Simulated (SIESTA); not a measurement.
Na in SIESTA: convergence with vacuum

Input of the first run (vacuum 6); the others differ in this setting and in those tied to it:

The input Na.fdf:

```
SystemName                      Na
SystemLabel                     Na
NumberOfSpecies                 1
NumberOfAtoms                   4
%block ChemicalSpeciesLabel
  1  11 Na
%endblock ChemicalSpeciesLabel

LatticeConstant                 1.0 Ang
%block LatticeVectors
     3.7670009976     0.0000000000     0.0000000000
    -1.8835004988     3.2623185600     0.0000000000
     0.0000000000     0.0000000000    15.2310000000
%endblock LatticeVectors
AtomicCoordinatesFormat         Fractional
%block AtomicCoordinatesAndAtomicSpecies
     0.6666666667     0.3333333334     0.1969667126  1  Na
     0.3333333333     0.6666666666     0.3989889042  1  Na
     0.6666666667     0.3333333334     0.6010110958  1  Na
     0.3333333333     0.6666666666     0.8030332874  1  Na
%endblock AtomicCoordinatesAndAtomicSpecies

%block kgrid.MonkhorstPack
    6   0   0  0.0
    0   6   0  0.0
    0   0   1  0.0
%endblock kgrid.MonkhorstPack
XC.Functional                   GGA
XC.Authors                      PBEsol
PAO.BasisSize                   DZP
PAO.EnergyShift                 0.003 Ry
Mesh.Cutoff                     800 Ry
OccupationFunction              FD
ElectronicTemperature           0.05 eV
Slab.DipoleCorrection           vacuum
MaxSCFIterations                120
SCF.MustConverge                false
SCF.Mixer.Method                Pulay
SCF.Mixer.Weight                0.25
SCF.Mixer.History               8
SCF.DM.Tolerance                5.0e-05
SCF.H.Tolerance                 1.0e-03 eV
WriteForces                     true
Charge.Mulliken                 end
%block PAO.Basis
  Na 4
  n=2 0 2
    2.925 0.000
  n=3 0 2
    9.500 0.000
  n=2 1 2
    3.442 0.000
  n=3 1 1
    9.500
%endblock PAO.Basis
```

Potentials or basis: PseudoDojo 0.4 standard (PBEsol files), DZP (energy shift 0.003 Ry; two zetas on semicore shells).

The run is started by

```bash
$ siesta < Na.fdf > Na.out 2>&1
```

Hardware: 1 thread of Arm Neoverse V2 (shared host).

```
vacuum  energy less the tightest run, at zero smearing (meV/atom)  largest force (eV/Å)  SCF cycles  CPU time (s)  peak memory (GiB)
     6                                                     -20.18                 0.075          10            44               0.48
     8                                                      -0.36                 0.085          10            44               0.48
    10                                                       0.06                 0.080          11            51               0.52
    12                                                       0.04                 0.080          11            50               0.52
    15                                                       0.05                 0.084          12            52               0.53
    20                                                       0.00                 0.086          12            51               0.54
```

Against the tightest run, the energy stays within 1 meV/atom from 8 on; the largest force stays within 0.005 eV/Å from 15 on. The tightest run that finished is the yardstick and may itself not be fully converged.
